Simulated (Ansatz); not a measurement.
What does this script print? It uses the Ansatz DFT code, driven from Python.

The script, `methods_h5sisn.py`:
```python
'''One geometry of H5SiSn, method by method.'''

import ansatz as az

config = {
    'basis_set': 'def2-SVP',
}


def main() -> None:
    geometry_ang = [
        ('Si', [-0.6581, -0.6843, -0.4765]),
        ('Sn', [0.9796, 0.4341, 1.0302]),
        ('H', [-1.9698, -0.9164, 0.2532]),
        ('H', [-0.0849, -1.8871, -1.02]),
        ('H', [-1.0086, 0.2624, -1.6211]),
        ('H', [0.3299, 1.9516, 1.6556]),
        ('H', [2.4733, 0.7717, 0.133]),
    ]
    geometry = az.Crystal.molecule()
    for symbol, xyz in geometry_ang:
        geometry = geometry.atom(symbol, xyz)

    calc = (
        geometry.calculation()
        .basis(gaussian=config['basis_set'])
        .spin('collinear', total=1)
        .scf(lower_state_search='standard')
    )

    methods = ['mp2', 'ccsd', 'ccsd_t']
    batch = az.Session.batch([calc.correlation(m).input() for m in methods])
    reports = sorted(batch.plan().execute().molecular_reports, key=lambda each: each['member'])
    print(f'Hartree-Fock reference {reports[0]["reference_energy_ev"] / 27.211386246:.6f} Ha')
    best = reports[-1]['free_energy_ev'] - reports[-1]['reference_energy_ev']
    for method, each in zip(methods, reports):
        gained = each['free_energy_ev'] - each['reference_energy_ev']
        print(f'{method:8s} total {each["free_energy_ev"] / 27.211386246:.6f} Ha  correlation {gained:9.4f} eV  ({100 * gained / best:.1f} % of the last)')


if __name__ == '__main__':
    main()
```

Output of `python methods_h5sisn.py`:
```text
Hartree-Fock reference -505.051208 Ha
mp2      total -505.257718 Ha  correlation   -5.6194 eV  (80.0 % of the last)
ccsd     total -505.302756 Ha  correlation   -6.8450 eV  (97.5 % of the last)
ccsd_t   total -505.309321 Ha  correlation   -7.0236 eV  (100.0 % of the last)
```

Caveats:
- The settings weren't tested for convergence.
- The geometry is a force-field or estimated start, not a minimum of this method, and the basis set is short of its limit. A lower total doesn't mark the better method: functionals have no common bound, and MP2 and coupled cluster aren't variational.
- def2 sets replace the cores of elements past krypton by effective core potentials.
- The run takes the species as open-shell (spin multiplicity 2), which needn't be its ground state.
- Inner cores stay frozen; a filled d shell under the valence of the heavier atoms is correlated with it.
